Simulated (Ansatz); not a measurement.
HfMoC2:

```xyz
4
Lattice="3.1914 0.0000 0.0000 0.0000 3.1914 0.0000 0.0000 0.0000 4.4852" Properties=species:S:1:pos:R:3 pbc="T T T"
Hf    0.0000    0.0000    0.0000
Mo    1.5957    1.5957    2.2426
C     1.5957    1.5957    0.0000
C     0.0000    0.0000    2.2426
```

The cell comes from a database or a generator and needn't be the stable form of this composition.

* Program: Ansatz 0.2.0
* Task: single point
* Functional: PBEsol
* Potentials or basis: Ansatz PAW
* Cutoff: 420 eV (not typed: the program's choice for these potentials)
* k mesh: 8 × 8 × 6
* Occupations: fermi-dirac, width 0.05 eV
* Spin: no spin polarisation

On this cell: pressure -8.9 GPa; largest force under 0.003 eV/Å; band gap on the k mesh none (metal or under the smearing width).

The same run follows on a disturbed copy (atoms moved at random, drawn with an rms of 0.05 Å):

```
Hf Mo C
1.0
     3.19142    0.00000    0.00000
     0.00000    3.19142    0.00000
     0.00000    0.00000    4.48516
Hf Mo C
1 1 2
Direct
  0.99128 0.00120 0.99060
  0.50708 0.49844 0.50548
  0.49023 0.47725 0.01013
  0.01134 0.99367 0.49604
```

Question: What changes?

Answer: The energy (extrapolated to zero smearing) moves by +23.5 meV/atom; pressure -8.3 GPa; largest force 1.272 eV/Å; band gap on the k mesh none (metal or under the smearing width).

Forces on the atoms (eV/Å):
```
Hf   0.283 -0.815  0.936
Mo  -0.315 -0.153 -0.556
C    0.273  0.988 -0.513
C   -0.240 -0.020  0.133
```

Stress tensor (GPa, compression positive):
```
 -6.92   0.02   0.14
  0.02  -7.00   0.08
  0.14   0.08 -11.10
```

Caveats: the PAW data sets come from PBE, with cores solved anew for the run's functional, which leaves a small shift of forces and pressure.
